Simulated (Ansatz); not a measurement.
# CH4FNSi, SMILES N=C[SiH2]F: a rigid scan of one bond angle

Run with Ansatz's Python interface.

Script `bend_ch4fnsi.py`:
```python
"""Energy of CH4FNSi against one bond angle."""

import warnings

import ansatz as az
from ase import Atoms

BASIS_SET = "def2-SVP"
XC = "PBE0"
FORCE_TOL = 0.02


def main() -> None:
    warnings.simplefilter("ignore", az.DeckWarning)

    atoms = Atoms(["N", "C", "Si", "F", "H", "H", "H", "H"], positions=[
        [-0.5262, 1.62, -0.6326],
        [0.1108, 0.9652, 0.2017],
        [0.1686, -0.9069, 0.2044],
        [-0.6399, -1.4499, -0.9856],
        [-1.0705, 1.0509, -1.3306],
        [0.6999, 1.5007, 0.9775],
        [1.6198, -1.3881, 0.0174],
        [-0.2703, -1.4489, 1.492],
    ])

    # start the scan from a relaxed geometry
    first = (
        az.Crystal.molecule_from_ase(atoms).calculation()
        .basis(gaussian=BASIS_SET)
        .functional(XC)
        .relax(force_tolerance=FORCE_TOL, max_steps=80)
    )
    atoms.positions = first.run(threads=1, backend="cpu").report["positions_ang"]

    rows = []
    for angle in [90, 100, 110, 120, 135, 150, 165, 179]:
        bent = atoms.copy()
        bent.set_angle(1, 0, 4, angle, indices=[4])
        calc = (
            az.Crystal.molecule_from_ase(bent).calculation()
            .basis(gaussian=BASIS_SET)
            .functional(XC)
        )
        rows.append((angle, calc.run(threads=1, backend="cpu").report["free_energy_ev"]))
    floor = min(e for _, e in rows)
    for angle, e in rows:
        print(f"angle C1-N0-H4 = {angle:3d} deg   {1000 * (e - floor):9.1f} meV")


if __name__ == "__main__":
    main()
```

```console
$ python bend_ch4fnsi.py
angle C1-N0-H4 =  90 deg       418.5 meV
angle C1-N0-H4 = 100 deg        97.8 meV
angle C1-N0-H4 = 110 deg         0.0 meV
angle C1-N0-H4 = 120 deg        75.4 meV
angle C1-N0-H4 = 135 deg       403.7 meV
angle C1-N0-H4 = 150 deg       839.6 meV
angle C1-N0-H4 = 165 deg      1211.9 meV
angle C1-N0-H4 = 179 deg      1372.5 meV
```

The scan is rigid, and the energies are electronic, in a modest basis. The zero is the lowest point of the grid, which needn't be the minimum. Run time: 38 s on 1 thread of Arm Neoverse V1 (shared host), peak memory 0.22 GiB.
